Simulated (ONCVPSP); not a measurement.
# Gallium: generating and testing an ONCV potential

Task: generate the file, and judge it by its errors in other configurations, its logarithmic derivatives, its ghosts and its cutoff.

Method: ONCVPSP 4.0.1.1 (patched build), PBEsol, scalar-relativistic.

## (1) The design

Typed settings, in words:

| Item | Value |
| --- | --- |
| element | gallium (Ga, Z = 31) |
| type | optimised norm-conserving Vanderbilt (ONCV) |
| frozen core | [Ar] 3d10 |
| valence charge | 3 |
| reference configuration | 4s1.5 4p1.5 |
| partial waves | 4s: rc 2.00 bohr, ncon 4, nbas 7, qcut 3.8 1/bohr, local; 4p: rc 2.35 bohr, ncon 4, nbas 8, qcut 3.2 1/bohr, 2 projectors, debl 0.7 Ha; d scattering state at 0.45 Ha: rc 2.15 bohr, ncon 4, nbas 7, qcut 3.9 1/bohr, 2 projectors, debl 1.9 Ha |
| local potential | the s channel |
| core correction | not asked for |

The nodes and maxima of the atom's own shells, from an earlier all-electron run, set the scale for the radii.

All-electron outer shells of the reference configuration (PBEsol, scalar-relativistic, ld1.x):

| shell | level (eV) | outermost node (bohr) | outermost maximum (bohr) |
| --- | --- | --- | --- |
| 3p | -99.68 | 0.24 | 0.56 |
| 3d | -20.13 | – | 0.53 |
| 4s | -9.53 | 0.81 | 1.87 |
| 4p | -2.98 | 0.87 | 2.50 |

## (2) Generation

Contents of Ga.dat:

```
# ATOM AND REFERENCE CONFIGURATION
# atsym  z   nc   nv     iexc    psfile
  Ga 31.00    6    2  -116133      upf
#
#   n    l    f
    1    0    2.00
    2    0    2.00
    2    1    6.00
    3    0    2.00
    3    1    6.00
    3    2   10.00
    4    0    1.50
    4    1    1.50
#
# PSEUDOPOTENTIAL AND OPTIMIZATION
# lmax
    2
#
#   l,   rc,      ep,       ncon, nbas, qcut
    0    2.00    0.00    4    7    3.80
    1    2.35    0.00    4    8    3.20
    2    2.15    0.45    4    7    3.90
#
# LOCAL POTENTIAL
# lloc, lpopt,  rc(5),   dvloc0
    0    5    2.00    0.00
#
# VANDERBILT-KLEINMAN-BYLANDER PROJECTORs
# l, nproj, debl
    0    0    3.20
    1    2    0.70
    2    2    1.90
#
# MODEL CORE CHARGE
# icmod, fcfact, rcfact
    0    0.00    0.00
#
# LOG DERIVATIVE ANALYSIS
# epsh1, epsh2, depsh
   -2.00    5.00    0.02
#
# OUTPUT GRID
# rlmax, drl
    6.00    0.01
#
# TEST CONFIGURATIONS
# ncnf
    4
# nvcnf
#   n    l    f
    2
    4    0    2.00
    4    1    1.00
#
    2
    4    0    2.00
    4    1    0.00
#
    2
    4    0    1.00
    4    1    0.00
#
    2
    4    0    2.00
    4    1    0.50
#
```

Launch:

```bash
$ oncvpsp.x < Ga.dat > Ga.out
```

Before running it: what results should come out? Wanted: cutoffs for 1 and 0.1 mHa per electron, occupied waves; bound ghosts; GHOST(+) flags; largest test error; largest phase difference near zero energy, channels read.

**Answer**, as computed:

| quantity | value |
| --- | --- |
| cutoffs for 1 and 0.1 mHa per electron, occupied waves | 7.0 Ha and 23 Ha |
| bound ghosts | p at -343.34 eV |
| GHOST(+) flags | d at 56 eV |
| largest test error (AE − PS) | -12 meV, for 4s1 4p0 |
| largest phase difference near zero energy, channels read | 0.093 rad |

In words: A bound ghost (p) makes it unfit for use: electrons can fall into a state that the atom doesn't have. By total energies transferability is good: the largest error is 12 meV on 23.6 eV, for 4s1 4p0. Atomic tests can pass in spite of a ghost, since they solve only for the levels asked. By its cutoff, 7.0 Ha for the looser tolerance, it is soft on the atom at that tolerance. The tighter tolerance needs 23 Ha, and converged work needs a cutoff nearer that. The 4s wave sets it; 4p needs 2 Ha. That counts occupied waves only; other projectors need more. Near zero energy the largest phase difference among the channels read is 0.09 rad, in the d channel. The program also flags highly localised states, GHOST(+) (d). These are tests on the free atom; a crystal test is still owed.
